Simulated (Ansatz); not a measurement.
# ClFGeH2O: the cost of one run

Method: RHF/def2-SVPD, in Ansatz 0.2.0.

## 1. The starting structure

Bond lengths: Ge1–H2 1.750 Å, Ge1–Cl3 2.420 Å, Ge1–O4 1.769 Å, O4–H5 1.010 Å, Ge1–F6 1.679 Å. Angles: H2–Ge1–Cl3 50.3°, H2–Ge1–O4 120.2°, H2–Ge1–F6 120.2°, Cl3–Ge1–O4 122.7°, Cl3–Ge1–F6 122.7°, O4–Ge1–F6 109.5°, Ge1–O4–H5 109.5°.

As a file:

```xyz
6

Ge    0.0000    0.0000    0.0000
H     0.7476    0.0000    1.5822
Cl    2.3434    0.0000    0.6042
O    -0.8337    1.4443   -0.5894
H    -1.7915    1.2136   -0.8118
F    -0.7913   -1.3709   -0.5594
```

## 2. A restrained relaxation towards end A

Springs on the bonds that form and break draw the guess towards this end; the thresholds are loose.

Contents of input.yaml:

```yaml
crystal:
  periodic: [false, false, false]
  atoms:
    - { symbol: Ge, position_ang: [0.0, 0.0, 0.0] }
    - { symbol: H, position_ang: [0.7476, 0.0, 1.5822] }
    - { symbol: Cl, position_ang: [2.3434, 0.0, 0.6042] }
    - { symbol: O, position_ang: [-0.8337, 1.4443, -0.5894] }
    - { symbol: H, position_ang: [-1.7915, 1.2136, -0.8118] }
    - { symbol: F, position_ang: [-0.7913, -1.3709, -0.5594] }
basis:
  gaussian: { orbitals: def2-SVPD }
hamiltonian:
  xc: hf
relax:
  f_tol: 0.15
  max_steps: 25
  restrain:
    - { distance: [1, 2], at: 2.57, k: 30.0 }
    - { distance: [0, 1], at: 1.55, k: 30.0 }
    - { distance: [0, 2], at: 2.22, k: 30.0 }
```

On the command line:

```console
> ansatz run input.yaml --threads 2 --pin off --max-ram 3072MiB --backend cpu --events-out ev --progress --plain --runs-dir out
```

Q: Estimate wall time and peak memory on 2 threads of Arm Neoverse V1, shared host.

About 46 s, with a peak of 0.3 GiB.
